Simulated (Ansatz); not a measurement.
# InH₂+ (triplet): from Hartree-Fock to the top rungs at distance In1–H2 = 2.692 Å, def2-TZVPP

How much of the correlation energy of InH₂+ (triplet) does each wave-function method recover here?

Computed with Ansatz 0.2.0, Gaussian basis. Level: def2-TZVPP, core rule «outside noble gas», up to 9 orbitals frozen.

The runs, in order: UHF; CCSD(T) on ROHF; CCSD(T) on UHF; BCCD(T) on ROHF; CCSDT(Q) on ROHF; CCSDT(Q) on UHF; CASSCF and NEVPT2, 4 electrons in 4 orbitals; CASSCF and MRCISD+Q, 4 electrons in 6 orbitals; CASSCF and NEVPT2, 4 electrons in 6 orbitals; Full CI.

21 further runs of the same task are left out: 15 that didn't finish, 6 set aside as unsound or not needed.

### Step 1. What is computed

The geometry derives from a PBE0/def2-TZVP stationary point (not a proven minimum). One bond is set to the value named and the two fragments are kept rigid. No spin-orbit coupling is included. Elements past krypton take def2 core potentials.

3 atoms, charge 1, spin multiplicity 3.

Atoms are counted from 1 here; the program's logs count them from 0.

Bond lengths: In1–H3 1.966 Å.

### Step 2. UHF

in.yaml

```yaml
crystal:
  periodic: [false, false, false]
  atoms:
    - {symbol: In, position_ang: [0.000000, -0.003640, -0.032697]}
    - {symbol: H, position_ang: [0.000000, 1.561566, 2.157507]}
    - {symbol: H, position_ang: [0.000000, -1.146933, 1.567121]}
basis:
  gaussian: {orbitals: def2-TZVPP}
total_charge: 1
magnetization: {spin_polarized: true, initial_magnetization: 2}
hamiltonian: {xc: hf}
output: {orbitals: {seedname: orbitals}}
```

On the command line:

```bash
$ ansatz run in.yaml --threads 1 --pin off --events-out ev --progress --plain --max-ram 2393MiB
```

After this run come: CCSD(T) on ROHF; CCSD(T) on UHF; BCCD(T) on ROHF; CCSDT(Q) on ROHF; CCSDT(Q) on UHF; CASSCF and NEVPT2, 4 electrons in 4 orbitals; CASSCF and MRCISD+Q, 4 electrons in 6 orbitals; CASSCF and NEVPT2, 4 electrons in 6 orbitals; Full CI.

**Question.** What will the summary of the whole plan be? Wanted: FCI below the RHF energy; RMP2 from FCI; UMP2 from FCI; RCCSD from FCI; RCCSD(T) from FCI; UCCSD(T) from FCI; RCCSDT(Q) from FCI; UCCSDT(Q) from FCI; NEVPT2 pair from FCI.

As calculated:

```
                         quantity                                                                                                              value
         FCI below the RHF energy                                                                                                         -1.5276 eV
                    RMP2 from FCI                                                                                                         +409.2 meV
                    UMP2 from FCI                                                                                                         +386.3 meV
                   RCCSD from FCI                                                                                                          +25.8 meV
                RCCSD(T) from FCI                                                                                                           +5.3 meV
                UCCSD(T) from FCI                                                                                                          -10.4 meV
               RCCSDT(Q) from FCI                                                                                                           -1.5 meV
               UCCSDT(Q) from FCI                                                                                                          -16.6 meV
             NEVPT2 pair from FCI                                                                                                         +305.2 meV
          NEVPT2 valence from FCI                                                                                                         +123.2 meV
        MRCISD+Q valence from FCI                                                                                                           +7.0 meV
levels within 1 kcal/mol (43 meV)  RCCSD, UCCSD, RCCSD(T), UCCSD(T), BCCD(T), RCCSDT, UCCSDT, RCCSDT(Q), UCCSDT(Q), MRCISD valence, MRCISD+Q valence
                    T1 diagnostic                                                                                                              0.055
   effectively unpaired electrons                                                                                                               2.03
```

**Reading.** RCCSD(T) misses by +5.3 meV, 0.3 % of the correlation energy. UCCSD(T), UCCSDT, UCCSDT(Q) fall below full CI: unrestricted runs freeze a spin-polarised core, another one than full CI's, and coupled cluster isn't variational. The occupations are near whole numbers, but T1 = 0.055 shows that the orbitals relax strongly. Of the multireference levels listed MRCISD+Q valence comes nearest in total energy (+7.0 meV), which doesn't show that its space is the better one. These misses are within one basis, not against nature; the frozen cores of restricted and unrestricted runs differ, which can shift their rows.
